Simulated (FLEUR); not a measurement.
Here is a FLEUR MaX-R8.1 (later development tree) calculation.

Contents of inp.xml:

```xml
<?xml version="1.0" encoding="UTF-8" standalone="no"?>
<fleurInput fleurInputVersion="0.39">
   <comment>
      VWC2                                                                                                
   </comment>
   <calculationSetup>
      <cutoffs Kmax="4.73" Gmax="14.7" GmaxXC="14.7" numbands="0"/>
      <scfLoop itmax="100" minDistance="0.0002" maxIterBroyd="50" imix="Anderson" alpha="0.05" precondParam="0.0" spinf="2.0" sdNocoIR="T"/>
      <coreElectrons ctail="T" frcor="F" kcrel="0" coretail_lmax="0"/>
      <xcFunctional name="PBEs" relativisticCorrections="F"/>
      <magnetism jspins="2"/>
      <soc l_soc="F" theta="0.0" phi="0.0" spav="F"/>
      <expertModes spex="0" secvar="F"/>
      <geometryOptimization l_f="F" forcealpha="1.0" forcemix="BFGS" epsdisp="0.00001" epsforce="0.00001"/>
      <ldaU l_linMix="F" mixParam="0.05" spinf="1.0"/>
   </calculationSetup>
   <cell>
      <bzIntegration valenceElectrons="49.0" mode="hist" fermiSmearingEnergy="0.00183747">
         <kPointListSelection listName="default-1"/>
         <!-- k-points included here -->
         <xi:include xmlns:xi="http://www.w3.org/2001/XInclude" href="kpts.xml"> </xi:include>
      </bzIntegration>
      <!-- symmetry operations included here -->
      <xi:include xmlns:xi="http://www.w3.org/2001/XInclude" href="sym.xml"> </xi:include>
      <bulkLattice scale="1.0">
         <bravaisMatrix>
            <row-1>    2.8667922295644566     1.6551432655111158     9.3237068627982094</row-1>
            <row-2>   -2.8667922295644566     1.6551432655111158     9.3237068627982094</row-2>
            <row-3>    0.0000000000000000    -3.3102865308332587     9.3237068627982094</row-3>
         </bravaisMatrix>
      </bulkLattice>
   </cell>
   <atomSpecies>
      <species name="Tungsten (W)" element="W" atomicNumber="74">
         <mtSphere radius="2.18" gridPoints="727" logIncrement="0.018"/>
         <atomicCutoffs lmax="9" lnonsphr="9"/>
         <electronConfig flipSpins="F">
[... 17 lines left out ...]
            <stateOccupation state="(3d3/2)" spinUp="0.7005" spinDown="0.4995"/>
            <stateOccupation state="(3d5/2)" spinUp="1.8" spinDown="0.0"/>
         </electronConfig>
         <energyParameters s="4" p="4" d="3" f="4"/>
         <ldaU l="2" U="2" J="0.0" l_amf="F"/>
         <lo type="SCLO" l="0" n="3" eDeriv="0"/>
         <lo type="SCLO" l="1" n="3" eDeriv="0"/>
         <lo type="SCLO" l="1" n="3" eDeriv="1"/>
         <lo type="SCLO" l="3" n="4" eDeriv="2"/>
      </species>
      <species name="Carbon (C)" element="C" atomicNumber="6">
         <mtSphere radius="1.59" gridPoints="529" logIncrement="0.02"/>
         <atomicCutoffs lmax="8" lnonsphr="8"/>
         <electronConfig flipSpins="F">
            <coreConfig>(1s1/2)</coreConfig>
            <valenceConfig>(2s1/2) (2p1/2) (2p3/2)</valenceConfig>
            <stateOccupation state="(2p1/2)" spinUp="0.333333" spinDown="0.333333"/>
            <stateOccupation state="(2p3/2)" spinUp="0.666667" spinDown="0.666667"/>
         </electronConfig>
         <energyParameters s="2" p="2" d="3" f="4"/>
         <lo type="SCLO" l="0" n="2" eDeriv="2"/>
         <lo type="SCLO" l="1" n="2" eDeriv="2"/>
         <lo type="SCLO" l="2" n="3" eDeriv="2"/>
      </species>
   </atomSpecies>
   <atomGroups>
      <atomGroup species="Tungsten (W)">
         <relPos label="                   1">.0000000000 .0000000000 .0000000000</relPos>
         <force calculate="T" relaxXYZ="TTT"/>
      </atomGroup>
      <atomGroup species="Vanadium (2.001">
         <relPos label="                   2">1.000/2.000 1.000/2.000 1.000/2.000</relPos>
         <force calculate="T" relaxXYZ="TTT"/>
      </atomGroup>
      <atomGroup species="Carbon (C)">
         <relPos label="                   3">.2464940000 .2464940000 .2464940000</relPos>
         <relPos label="                   4">-.2464940000 -.2464940000 -.2464940000</relPos>
         <force calculate="T" relaxXYZ="TTT"/>
      </atomGroup>
   </atomGroups>
   <output dos="F" band="F" slice="F">
      <checks vchk="F" cdinf="F"/>
      <bandDOS minEnergy="-.5*Htr" maxEnergy="0.5*Htr" sigma="0.015" storeEVData="T"/>
      <vacuumDOS vacdos="F" integ="F" star="F" nstars="0" locx1="0.0" locy1="0.0" locx2="0.0" locy2="0.0" nstm="0" tworkf="0.0"/>
      <unfoldingBand unfoldBand="F" supercellX="1" supercellY="1" supercellZ="1"/>
      <plotting iplot="0" polar="F">
         <plot TwoD="T" vec1="  1.0  0.0  0.0" vec2="  0.0  1.0  0.0" vec3="  0.0  0.0  1.0" zero="  0.0  0.0  0.0" file="plot"/>
      </plotting>
      <chargeDensitySlicing numkpt="0" minEigenval="0.0" maxEigenval="0.0" nnne="0" pallst="F"/>
      <specialOutput eonly="F"/>
      <moessbauerParams electricFieldGradient="T" isomerShift="T" coreHyperfine="T" valenceHyperfine="T"/>
      <magneticCircularDichroism mcd="F" energyLo="-10.0" energyUp="0.0"/>
   </output>
  <!-- We include the file relax.xml here to enable relaxations (see documentation) -->
  <xi:include xmlns:xi="http://www.w3.org/2001/XInclude" href="relax.xml"> <xi:fallback/> </xi:include>
</fleurInput>
```

The input crystal.txt:

```
VWC2
&input cartesian=F /
1.5170411163  0.8758640969  4.9338931930
-1.5170411163  0.8758640969  4.9338931930
0.0000000000  -1.7517281937  4.9338931930
1.8897261246
1.0 1.0 1.0

4
74 0.0000000000  0.0000000000  0.0000000000
23 0.5000000000  0.5000000000  0.5000000000 : 2.001
6 0.2464940000  0.2464940000  0.2464940000
6 0.7535060000  0.7535060000  0.7535060000

&kpt div1=8 div2=8 div3=8 gamma=T /
```

Potentials or basis: all-electron, FLAPW.

Run with:

```console
$ inpgen -f crystal.txt -profile fastHighL
$ # inp.xml edited to the form shown
$ fleur_MPI
```

(1) Estimate the band gap on the k mesh.

(2) Predict the net moment.

Answers

(1) none (metal or under the smearing width).

(2) 0.00 μB per cell.

Caveat: the U is typed as a test and isn't derived for this compound.
